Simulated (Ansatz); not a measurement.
TcN2, space group Fm-3m, a projected density of states

Program: Ansatz 0.2.0 through its Python package.

Notebook, run cell by cell (the value of a cell's last expression is shown):

```python
import warnings

import ansatz as az
from ase import Atoms
import numpy as np

warnings.simplefilter("ignore", az.DeckWarning)
```

```python
atoms = Atoms(
    ["Tc", "N", "N"],
    scaled_positions=[
        (0.0, 0.0, 0.0),
        (0.75, 0.75, 0.75),
        (0.25, 0.25, 0.25),
    ],
    cell=[
        (0.0, 2.44455, 2.44455),
        (2.44455, 0.0, 2.44455),
        (2.44455, 2.44455, 0.0),
    ],
    pbc=True,
)
xtal = az.Crystal.from_ase(atoms)
```

```python
xtal.resolved().tree()["lattice"]
```

    ((0.0, 2.44455, 2.44455), (2.44455, 0.0, 2.44455), (2.44455, 2.44455, 0.0))

```python
job = (
    xtal.calculation()
    .functional("pbesol")
    .basis(550)
    .accuracy("medium")
    .kpoints(6, 6, 6)
    .occupations("Fermi-Dirac", width=0.3)
    .mixing("anderson", beta=0.1)
    .scf(tolerance=1e-09)
    .scf(extra_bands=12)
    .density_of_states(projected=True, method="smearing", broadening_width=0.15, energy_step=0.1)
)
out = job.run(threads=1)
r = out.report
```

    

```python
r["n_iterations"], r["closed_by"]
```

    (14, 'deck_thresholds')

```python
r["kweights"]
```

    [0.004629629629629629, 0.037037037037037035, 0.037037037037037035, 0.018518518518518517,
     0.027777777777777776, 0.1111111111111111, 0.1111111111111111, 0.1111111111111111,
     0.05555555555555555, 0.027777777777777776, 0.1111111111111111, 0.05555555555555555,
     0.013888888888888888, 0.1111111111111111, 0.1111111111111111, 0.05555555555555555]

```python
dos = out.density_of_states()
energy = np.asarray(dos.energies_ev) - dos.fermi_ev
curves = {}
for site in out.projected_density_of_states().sites:
    for shell in site.shells:
        weight = sum(np.sum(curve.g_bin_mean_per_ev, axis=0) for curve in shell.curves)
        name = f"{site.species} {shell.label}"
        curves[name] = curves.get(name, 0) + weight

print("E-EF   " + " ".join(f"{name:>8s}" for name in curves))
for e in np.arange(-8, 6 + 0.1, 0.5):
    print(f"{e:5.1f}  " + " ".join(f"{np.interp(e, energy, g):8.3f}" for g in curves.values()))
```

    E-EF      Tc 4S    Tc 5S    Tc 4P    Tc 4D     N 2S     N 2P
     -8.0     0.001    0.007    0.000    0.025    0.000    0.059
     -7.5     0.002    0.012    0.001    0.064    0.003    0.149
     -7.0     0.002    0.009    0.005    0.215    0.003    0.387
     -6.5     0.003    0.011    0.022    1.019    0.018    1.615
     -6.0     0.001    0.009    0.002    0.316    0.003    0.414
     -5.5     0.007    0.035    0.009    0.647    0.037    1.234
     -5.0     0.005    0.054    0.019    0.462    0.024    1.534
     -4.5     0.009    0.048    0.008    0.621    0.059    1.276
     -4.0     0.000    0.001    0.005    0.175    0.069    0.516
     -3.5     0.003    0.019    0.009    0.481    0.064    0.982
     -3.0     0.001    0.015    0.002    0.442    0.053    0.539
     -2.5     0.003    0.020    0.009    0.726    0.040    1.178
     -2.0     0.002    0.023    0.012    0.887    0.111    1.605
     -1.5     0.000    0.002    0.004    0.296    0.098    0.776
     -1.0     0.000    0.005    0.007    0.437    0.015    0.761
     -0.5     0.002    0.007    0.003    2.221    0.027    0.402
      0.0     0.001    0.017    0.008    1.693    0.148    1.981
      0.5     0.001    0.024    0.006    1.182    0.012    0.590
      1.0     0.001    0.016    0.007    0.997    0.009    1.047
      1.5     0.000    0.000    0.001    0.130    0.000    0.162
      2.0     0.000    0.000    0.000    0.000    0.000    0.000
      2.5     0.000    0.001    0.000    0.110    0.040    0.011
      3.0     0.002    0.002    0.002    0.993    0.302    0.385
      3.5     0.000    0.002    0.001    0.587    0.138    0.367
      4.0     0.000    0.002    0.002    1.132    0.195    1.033
      4.5     0.000    0.001    0.000    0.673    0.041    0.758
      5.0     0.000    0.001    0.000    1.578    0.030    1.846
      5.5     0.000    0.000    0.000    0.735    0.008    0.731
      6.0     0.000    0.000    0.000    0.064    0.001    0.059

Reading the output:
- These settings explore the input space; cutoff and mesh may be short of convergence.
- Spin is left out of this run.
- The mesh is modest for a metal, so energies can be off by several to tens of meV an atom and pressures by half a GPa or more; differences at equal mesh fare better.
- The structure comes from a database of computed cells and needn't be a stable or known phase.
- Curves are summed over the cell's atoms. Only shells that the potentials hold have channels, so projections don't add up to the total, least of all where a shell is missing (p of most metals); heights and places of peaks move with the mesh.
- The density of states is complete only as far up as bands were computed.
- Finished in 2.2 s on 1 thread of Arm Neoverse V1, on a shared host, peak memory 0.33 GiB.

(Lines on the test bed's own set-up are left out of the output.)
